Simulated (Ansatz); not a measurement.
# BH4NOS: the cost of one run

Program: Ansatz 0.2.0. Level of theory: RKS B3LYP-D4/def2-SVP. These are calculated values, not measurements.

## 1. The starting structure

Bond lengths: N1–B2 1.510 Å, B2–O3 1.448 Å, B2–S4 1.845 Å, N1–H5 1.107 Å, N1–H6 1.021 Å, O3–H7 1.037 Å, S4–H8 1.439 Å. Angles: N1–B2–O3 119.7°, N1–B2–S4 120.1°, O3–B2–S4 120.0°, B2–N1–H5 104.0°, B2–N1–H6 111.1°, H5–N1–H6 104.1°, B2–O3–H7 103.9°, B2–S4–H8 90.8°.

Coordinates:

```xyz
8

N     0.7744    1.0491    0.0361
B     0.0410   -0.2665   -0.0772
O     0.0502   -1.1920    1.0363
S    -0.7790   -0.7365   -1.6619
H    -0.0218    1.8099   -0.0725
H     1.1276    1.1930    0.9837
H     0.9254   -1.7328    0.9039
H    -2.0257   -0.1814   -1.2043
```

## 2. End point A

Contents of input.yaml:

```yaml
crystal:
  periodic: [false, false, false]
  atoms:
    - { symbol: "N", position_ang: [0.7744, 1.0491, 0.0361] }
    - { symbol: B, position_ang: [0.041, -0.2665, -0.0772] }
    - { symbol: O, position_ang: [0.0502, -1.192, 1.0363] }
    - { symbol: S, position_ang: [-0.779, -0.7365, -1.6619] }
    - { symbol: H, position_ang: [-0.0218, 1.8099, -0.0725] }
    - { symbol: H, position_ang: [1.1276, 1.193, 0.9837] }
    - { symbol: H, position_ang: [0.9254, -1.7328, 0.9039] }
    - { symbol: H, position_ang: [-2.0257, -0.1814, -1.2043] }
basis:
  gaussian: { orbitals: def2-SVP }
hamiltonian:
  xc: b3lyp
  dispersion: d4
relax:
  f_tol: 0.015
  max_steps: 40
```

Started as:

```bash
$ ansatz run input.yaml --threads 1 --pin off --max-ram 2048MiB --backend cpu --events-out ev --progress --plain --runs-dir out
```

**Question.** How long does this run take on 1 thread of Intel Xeon at 2.50GHz (Skylake/Cascade Lake), shared host, and how much memory does it need?

About 96 s, with a peak of 0.16 GiB.
